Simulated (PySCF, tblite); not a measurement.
**C6H12OS: geometry, infrared bands and NMR shifts**

Aim: predict the infrared bands and NMR shifts of C6H12OS (`C=CCC[S@@](=O)CC`).

The runs use tblite 0.8.0 and PySCF 2.14.0, with density-fitted response routines of our own; the level of theory stands in each step. All values are computed, except where a source is named. Atoms count from 0, in the outputs and in this text.

**1. Starting geometry**

20 atoms, charge 0, multiplicity 1; geometry from: force field or distance geometry start.

Bonds of the start (Å): C0–C1 1.33, C1–C2 1.48, C2–C3 1.49, C3–S4 1.78, S4–O5 1.55, S4–C6 1.81, C6–C7 1.52, C0–H8 1.10, C0–H9 1.11, C1–H10 1.10, C2–H11 1.12, C2–H12 1.11, C3–H13 1.12, C3–H14 1.14, C6–H15 1.11, C6–H16 1.11, C7–H17 1.09, C7–H18 1.13, C7–H19 1.13.

**2. Optimising the geometry with GFN2-xTB**

What the job is given:

```
{"job": {"kind": "relax", "xc": "GFN2-xTB", "basis": "xTB"}, "charge": 0, "multiplicity": 1}
C      2.304600     1.527500     0.093500
C      2.326000     0.205300     0.001200
C      1.509500    -0.704300     0.829200
C      0.579800    -1.594400     0.073400
S     -0.634400    -0.776700    -0.934900
O     -1.601300    -1.874600    -1.435600
C     -1.646400     0.272500     0.131700
C     -2.701200     1.010300    -0.678500
H      2.975600     2.086700    -0.572600
H      1.628000     2.055400     0.795000
H      3.019600    -0.268900    -0.713400
H      0.910400    -0.137200     1.581700
H      2.207800    -1.349700     1.407800
H      1.131100    -2.370500    -0.521900
H     -0.014800    -2.175700     0.846000
H     -0.971300     0.983300     0.662800
H     -2.109100    -0.395200     0.893600
H     -2.184300     1.767300    -1.270700
H     -3.270100     0.288000    -1.334800
H     -3.464600     1.461500     0.016300
```

The run is started by

```console
> OMP_NUM_THREADS=1 python probes_run.py task.json out
```

One launch serves the whole session: the jobs run in the order shown.

**Question.** This job is followed by: GFN2-xTB harmonic vibrations, gas phase; GIAO PBE0/pcSseg-1 NMR shielding, non-relativistic, gas phase. What will the session give for the following? strongest single infrared mode (GFN2-xTB); zero-point energy (GFN2-xTB); ¹³C shifts against TMS (PBE0/pcSseg-1); ¹H shifts against TMS (PBE0/pcSseg-1, means over atoms taken as alike); ³³S shifts against CS2 (PBE0/pcSseg-1); ¹⁷O shifts against H2O (PBE0/pcSseg-1).

**Answer**, as computed:

| quantity | value |
| --- | --- |
| strongest single infrared mode (GFN2-xTB) | 1131 cm⁻¹, 290 km/mol |
| zero-point energy (GFN2-xTB) | 104.5 kcal/mol |
| ¹³C shifts against TMS (PBE0/pcSseg-1) | 145.5, 122.5, 61.7, 50.9, 33.8, 9.5 ppm |
| ¹H shifts against TMS (PBE0/pcSseg-1, means over atoms taken as alike) | 6.04, 5.25, 5.22, 3.00, 2.70, 2.60, 2.56, 2.10, 1.96, 1.41 ppm |
| ³³S shifts against CS2 (PBE0/pcSseg-1) | 336 ppm |
| ¹⁷O shifts against H2O (PBE0/pcSseg-1) | 35.9 ppm |

**Reading.** The optimisation took 58 steps and gained 0.673 eV; among the close pairs (by a distance rule), C3–S4 changed most, from 1.778 to 1.861 Å. No mode is imaginary among the 54: a minimum at this level. The strongest single mode, at 1131 cm⁻¹, moves mainly O5 and S4. Unscaled tight-binding wavenumbers are off by several per cent, some by more. Its intensities can rank the bands wrongly. The most deshielded carbon is C1 (alkene CH), at 145.5 ppm: as expected for a trigonal carbon in a double bond. H10 (hydrogen on an alkene CH) lies farthest downfield among hydrogen, at 6.04 ppm; olefinic region.
